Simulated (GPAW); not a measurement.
Wanted: an ASE script for a GPAW 26.7.0 run.

| Quantity | Value |
| --- | --- |
| Task | single point |
| Functional | PBEsol |
| Potentials or basis | PAW data sets generated in the run's folder for this functional |
| Cutoff | 800 eV |
| Basis | pw |
| k mesh | 7 × 7 × 7 |
| Occupations | fermi-dirac, width 0.05 eV |
| Spin | collinear spin, ferromagnetic start |
| Starting moments | [3.0, 3.0, 3.0, 0.0, 0.0, 0.0, 0.0] μB |
| Maxiter | 150 |

The system is Cr3N4.

```xyz
7
Lattice="3.9634 0.0000 0.0000 0.0000 3.9634 0.0000 0.0000 0.0000 3.9634" Properties=species:S:1:pos:R:3 pbc="T T T"
Cr    1.9817    0.0000    1.9817
Cr    1.9817    1.9817    0.0000
Cr    0.0000    1.9817    1.9817
N     1.9817    1.9817    1.9817
N     1.9817    0.0000    0.0000
N     0.0000    1.9817    0.0000
N     0.0000    0.0000    1.9817
```

The cell comes from a database or a generator and needn't be the stable form of this composition.

One way to write it, as run:

run.py

```python
from ase import Atoms
from ase.dft.bandgap import bandgap
from ase.io import write
from ase.units import GPa
from gpaw import GPAW, PW, setup_paths

setup_paths.insert(0, '.')

atoms = Atoms(['Cr', 'Cr', 'Cr', 'N', 'N', 'N', 'N'],
              cell=[[3.963446, 0.0, 0.0],
                    [0.0, 3.963446, 0.0],
                    [0.0, 0.0, 3.963446]],
              scaled_positions=[[0.5, 0.0, 0.5],
                                [0.5, 0.5, 0.0],
                                [0.0, 0.5, 0.5],
                                [0.5, 0.5, 0.5],
                                [0.5, 0.0, 0.0],
                                [0.0, 0.5, 0.0],
                                [0.0, 0.0, 0.5]],
              pbc=True)
atoms.set_initial_magnetic_moments([3.0, 3.0, 3.0, 0.0, 0.0, 0.0, 0.0])

calc = GPAW(mode=PW(800),
            xc='PBEsol',
            kpts={'size': (7, 7, 7), 'gamma': True},
            occupations={'name': 'fermi-dirac', 'width': 0.05},
            nbands=40,
            convergence={'density': 1e-05, 'energy': 1e-05},
            maxiter=150,
            txt='gpaw.txt')
atoms.calc = calc
energy = atoms.get_potential_energy()
forces = atoms.get_forces()
stress = atoms.get_stress()
calc.write('gs.gpw')
write('result.traj', atoms)
print(f'Energy: {energy:.6f} eV')
print('Forces (eV/A):')
print(forces.round(4))
print('Stress (GPa):', (stress / GPa).round(3))
print('Moments:', calc.get_magnetic_moments().round(3))
print('Fermi level:', round(calc.get_fermi_level(), 4), 'eV')
print(f'Gap: {bandgap(calc)[0]:.4f} eV, direct: {bandgap(calc, direct=True)[0]:.4f} eV')
```

Potentials or basis: PAW data sets generated in the run's folder for this functional, pw.

The run is started by

```sh
$ gpaw-setup -f PBEsol Cr N
$ OMP_NUM_THREADS=1 python run.py
```

It gave:

```
Pressure               : -9.3 GPa
Band gap on the k mesh : none (metal or under the smearing width)
Net moment             : 2.57 μB per cell
Site moments           : Cr +1.02; N -0.00, -0.09 μB
```

Caveat: only a ferromagnetic start was run, and an antiferromagnetic order may lie lower in energy.

It took 2.5 min on 1 thread of Arm Neoverse V2, on a shared host, peak memory 0.28 GiB.
